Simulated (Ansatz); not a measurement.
# CH5FOSSi, SMILES O[SiH2]C(F)S: harmonic frequencies at the relaxed geometry

Computed with Ansatz 0.2.0, Python API.

Input file `ch5fossi.xyz`:
```text
10

O    -0.81760   -1.15010    1.27650
Si   -0.46160   -0.82180   -0.32800
C     0.37750    0.79890   -0.63430
F    -0.28910    1.81690   -0.12970
S     2.00890    0.82270    0.21650
H    -1.50550   -0.46860    1.64880
H    -1.70130   -0.85510   -1.09060
H     0.39340   -1.94910   -0.81200
H     0.57060    1.00200   -1.64390
H     1.50790    0.75300    1.49970
```

Run as a notebook:

```python
import itertools

import ansatz as az
from ase.data import atomic_numbers, covalent_radii
import numpy as np

BASIS_SET = "6-31G*"
XC = "pbe0"
VDW = "d3bj"
```

```python
ch5fossi = az.Crystal.molecule_from_extxyz("ch5fossi.xyz")
```

```python
job = (
    ch5fossi.calculation()
    .basis(gaussian=BASIS_SET)
    .functional(XC, dispersion=VDW)
)
symbols = [site.symbol for site in ch5fossi.cartesian_sites]
start = np.array([site.position_ang for site in ch5fossi.cartesian_sites], dtype=float)
data = job.relax(force_tolerance=0.003).run(threads=1, backend="cpu").report
end = np.array(data["positions_ang"])
```

```python
# pairs closer than 1.2 times the sum of covalent radii, before or after
radius = [covalent_radii[atomic_numbers[s]] for s in symbols]
span = lambda where, i, j: np.linalg.norm(where[i] - where[j])
bonded = [(i, j) for i, j in itertools.combinations(range(len(symbols)), 2) if min(span(start, i, j), span(end, i, j)) < 1.2 * (radius[i] + radius[j])]
print("pair        before    after (A)")
for i, j in bonded:
    print(f"{symbols[i]}{i}-{symbols[j]}{j}".ljust(10), f"{span(start, i, j):8.4f} {span(end, i, j):8.4f}")
```

    pair        before    after (A)
    O0-Si1       1.6760   1.6629
    O0-H5        1.0374   0.9645
    Si1-C2       1.8506   1.9018
    Si1-H6       1.4559   1.4900
    Si1-H7       1.4954   1.4819
    C2-F3        1.3173   1.3960
    C2-S4        1.8401   1.8033
    C2-H8        1.0478   1.0967
    S4-H9        1.3793   1.3482

```python
# same settings at the minimum
minimum = az.Crystal.molecule()
for symbol, place in zip(symbols, end):
    minimum = minimum.atom(symbol, place.tolist())
vibrating = (
    minimum.calculation()
    .basis(gaussian=BASIS_SET)
    .functional(XC, dispersion=VDW)
    .phonons(temperatures=(200, 600, 100))
)
vib = vibrating.run(threads=1, backend="cpu").report["vibrations"]
sums = vib["harmonic_sums"]
modes = [m["omega_inv_cm"] for m in sums["modes_at_gamma"] if m["rigid_motion"] == "no"]
for number, w in enumerate(modes, start=1):
    print(f"mode {number:2d} {w:9.1f} 1/cm {w / 8065.544 * 1000:8.2f} meV")
print("imaginary modes:", sum(w < 0 for w in modes), " zero-point energy:", round(sums["zero_point_energy_ev"], 4), "eV")
print("T (K)   F_vib (eV)   S_vib (meV/K)   C_vib (meV/K)")
for row in zip(sums["temperatures_k"], sums["vibrational_free_energy_ev"], vib["entropy_ev_per_k"], vib["heat_capacity_ev_per_k"]):
    print(f"{row[0]:6.1f} {row[1]:11.4f} {1000 * row[2]:13.4f} {1000 * row[3]:15.4f}")
```

    mode  1      66.8 1/cm     8.28 meV
    mode  2     141.1 1/cm    17.49 meV
    mode  3     188.2 1/cm    23.34 meV
    mode  4     266.0 1/cm    32.98 meV
    mode  5     330.1 1/cm    40.93 meV
    mode  6     390.5 1/cm    48.41 meV
    mode  7     430.2 1/cm    53.34 meV
    mode  8     600.4 1/cm    74.44 meV
    mode  9     602.1 1/cm    74.65 meV
    mode 10     717.6 1/cm    88.97 meV
    mode 11     810.8 1/cm   100.53 meV
    mode 12     855.1 1/cm   106.02 meV
    mode 13     917.9 1/cm   113.80 meV
    mode 14     929.3 1/cm   115.22 meV
    mode 15     950.4 1/cm   117.83 meV
    mode 16     974.0 1/cm   120.76 meV
    mode 17    1043.3 1/cm   129.36 meV
    mode 18    1225.7 1/cm   151.97 meV
    mode 19    1329.0 1/cm   164.77 meV
    mode 20    2260.9 1/cm   280.31 meV
    mode 21    2310.8 1/cm   286.50 meV
    mode 22    2709.3 1/cm   335.91 meV
    mode 23    3100.5 1/cm   384.41 meV
    mode 24    3867.6 1/cm   479.53 meV
    imaginary modes: 0  zero-point energy: 1.6749 eV
    T (K)   F_vib (eV)   S_vib (meV/K)   C_vib (meV/K)
     200.0      1.6383        0.4363          0.5393
     300.0      1.5812        0.7065          0.8058
     400.0      1.4973        0.9694          1.0231
     500.0      1.3878        1.2163          1.1876
     600.0      1.2546        1.4444          1.3136

```python
# all hydrogen replaced by deuterium
heavier = vibrating.phonons(masses={"H": 2.014102}).run(threads=1, backend="cpu").report["vibrations"]["harmonic_sums"]
print("deuterated (1/cm):", " ".join(f"{m['omega_inv_cm']:.0f}" for m in heavier["modes_at_gamma"] if m["rigid_motion"] == "no"))
print("zero-point energy falls by", round(sums["zero_point_energy_ev"] - heavier["zero_point_energy_ev"], 4), "eV")
```

    deuterated (1/cm): 62 130 165 213 267 340 405 473 520 529 647 677 705 720 785 889 953 993 1080 1623 1667 1946 2280 2816
    zero-point energy falls by 0.3803 eV

The frequencies are harmonic and unscaled, in a modest basis. It ran for 6.1 min on 1 thread of Arm Neoverse V2, on a shared host, peak memory 0.28 GiB.
